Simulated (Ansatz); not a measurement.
**CuPF₄: how energies converge with the basis set**

How large a basis does CuPF₄ need? Two functionals are run in growing sets.

The runs use Ansatz 0.2.0, Gaussian basis; one geometry, several basis sets.

Levels to be run: PBE0-D4/def2-SVP; ωB97M-V/def2-SVP; PBE0-D4/def2-QZVPP; ωB97M-V/def2-QZVPP; the functionals' def2-TZVPP values are taken from earlier runs.

### 1 The geometry

The geometry comes from an earlier relaxation with PBE0-D4 in a triple-zeta def2 set; it is a stationary point.

SMILES `[F][Cu-][P+](F)(F)F`, 6 atoms, charge 0, spin multiplicity 1.

Atoms are counted from 1 here; the program's logs count them from 0.

Bond lengths: F1–Cu2 1.754 Å, Cu2–P3 2.090 Å, P3–F4 1.546 Å, P3–F5 1.546 Å, P3–F6 1.546 Å. Angles: F1–Cu2–P3 180.0°, Cu2–P3–F4 118.0°, Cu2–P3–F5 118.0°, Cu2–P3–F6 118.1°, F4–P3–F5 99.7°, F4–P3–F6 99.7°, F5–P3–F6 99.7°.

As a file:

```xyz
6
CuF4P
F     1.00994   -2.73572    1.36154
Cu    0.45963   -1.24487    0.61989
P    -0.19629    0.53184   -0.26462
F    -1.36592    0.45310   -1.27244
F     0.81696    1.34300   -1.10441
F    -0.72432    1.65265    0.66004
```

### 2 PBE0-D4 in def2-SVP

The input, in.yaml:

```yaml
crystal:
  periodic: [false, false, false]
  atoms:
    - {symbol: F, position_ang: [1.009942, -2.735716, 1.361537]}
    - {symbol: Cu, position_ang: [0.459629, -1.244872, 0.619889]}
    - {symbol: P, position_ang: [-0.196295, 0.531841, -0.264620]}
    - {symbol: F, position_ang: [-1.365923, 0.453097, -1.272436]}
    - {symbol: F, position_ang: [0.816961, 1.343004, -1.104415]}
    - {symbol: F, position_ang: [-0.724324, 1.652646, 0.660035]}
basis:
  gaussian: {orbitals: def2-SVP}
hamiltonian: {xc: pbe0, dispersion: d4}
output: {orbitals: {seedname: orbitals}}
```

Launch:

```bash
ansatz run in.yaml --threads 4 --pin off --events-out ev --progress --plain --max-ram 10444MiB
```

Further steps of the session: ωB97M-V in def2-SVP; PBE0-D4 in def2-QZVPP; ωB97M-V in def2-QZVPP.

Q: Predict the results of all the runs planned. Wanted: PBE0-D4: double and triple zeta above quadruple; ωB97M-V: double and triple zeta above quadruple.

The runs gave:

```
                                       quantity           value
PBE0-D4: double and triple zeta above quadruple  26.78, 2.12 eV
ωB97M-V: double and triple zeta above quadruple  26.95, 2.03 eV
```

PBE0-D4 gains 24.66 eV from double to triple zeta, then 2.12 eV more. Total energies overstate the basis error of differences, where much of it tends to cancel.
